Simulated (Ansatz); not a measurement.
# CH9NSi2: basis-set convergence

How large a basis does CH9NSi2 need? Two functionals are run in growing sets.

Method: one geometry, several basis sets; program: Ansatz 0.2.0, Gaussian basis.

The runs, in order: PBE0-D4/def2-SVP; ωB97M-V/def2-SVP; PBE0-D4/def2-QZVPP; ωB97M-V/def2-QZVPP; the functionals' def2-TZVPP values are taken from earlier runs.

### Step 1. Structure used throughout

The geometry comes from an earlier relaxation with PBE0-D4 in a triple-zeta def2 set; it is a stationary point, not always the lowest conformer.

13 atoms, charge 0, spin multiplicity 1.

Atoms are counted from 1 here; the program's logs count them from 0.

Bond lengths: C1–N2 1.462 Å, C1–H5 1.095 Å, C1–H6 1.095 Å, C1–H7 1.096 Å, N2–Si3 1.725 Å, N2–Si4 1.725 Å, Si3–H8 1.483 Å, Si3–H9 1.490 Å, Si3–H10 1.492 Å, Si4–H11 1.490 Å, Si4–H12 1.483 Å, Si4–H13 1.492 Å. Angles: N2–C1–H5 110.8°, N2–C1–H6 110.8°, N2–C1–H7 112.4°, H5–C1–H6 106.9°, H5–C1–H7 107.8°, H6–C1–H7 107.8°, C1–N2–Si3 116.8°, C1–N2–Si4 116.8°, Si3–N2–Si4 125.8°, N2–Si3–H8 108.6°, N2–Si3–H9 109.5°, N2–Si3–H10 112.4°, H8–Si3–H9 110.5°, H8–Si3–H10 109.1°, H9–Si3–H10 106.9°, N2–Si4–H11 109.5°, N2–Si4–H12 108.6°, N2–Si4–H13 112.4° and more.

### Step 2. PBE0-D4 in def2-SVP

Contents of in.yaml:

```yaml
crystal:
  periodic: [false, false, false]
  atoms:
    - {symbol: C, position_ang: [-0.311085, 1.254296, -0.765493]}
    - {symbol: N, position_ang: [-0.077225, 0.031221, -0.000246]}
    - {symbol: Si, position_ang: [0.489389, 0.221732, 1.618151]}
    - {symbol: Si, position_ang: [-0.188676, -1.459376, -0.861815]}
    - {symbol: H, position_ang: [-1.071306, 1.091313, -1.536035]}
    - {symbol: H, position_ang: [-0.681522, 2.054075, -0.116378]}
    - {symbol: H, position_ang: [0.596983, 1.617203, -1.260908]}
    - {symbol: H, position_ang: [0.550524, -1.115188, 2.257746]}
    - {symbol: H, position_ang: [-0.437825, 1.115757, 2.366636]}
    - {symbol: H, position_ang: [1.840294, 0.851842, 1.676077]}
    - {symbol: H, position_ang: [-1.508538, -1.538559, -1.548044]}
    - {symbol: H, position_ang: [-0.037697, -2.575469, 0.103441]}
    - {symbol: H, position_ang: [0.856983, -1.583648, -1.918433]}
basis:
  gaussian: {orbitals: def2-SVP}
hamiltonian: {xc: pbe0, dispersion: d4}
output: {orbitals: {seedname: orbitals}}
```

Further steps of the session: ωB97M-V in def2-SVP; PBE0-D4 in def2-QZVPP; ωB97M-V in def2-QZVPP.

Q: Predict the results of all the runs planned. Wanted: PBE0-D4: double and triple zeta above quadruple; ωB97M-V: double and triple zeta above quadruple.

As calculated:

```
                                       quantity          value
PBE0-D4: double and triple zeta above quadruple  9.34, 0.71 eV
ωB97M-V: double and triple zeta above quadruple  9.51, 0.66 eV
```

For PBE0-D4 the step from double to triple zeta gains 8.63 eV and the next only 0.71 eV. These are total energies; as a rule much of such shifts cancels in differences, which this series doesn't test. The LUMO of ωB97M-V is positive and keeps falling with the basis (2.40 to 1.47 eV): an unbound level that the basis holds in place.
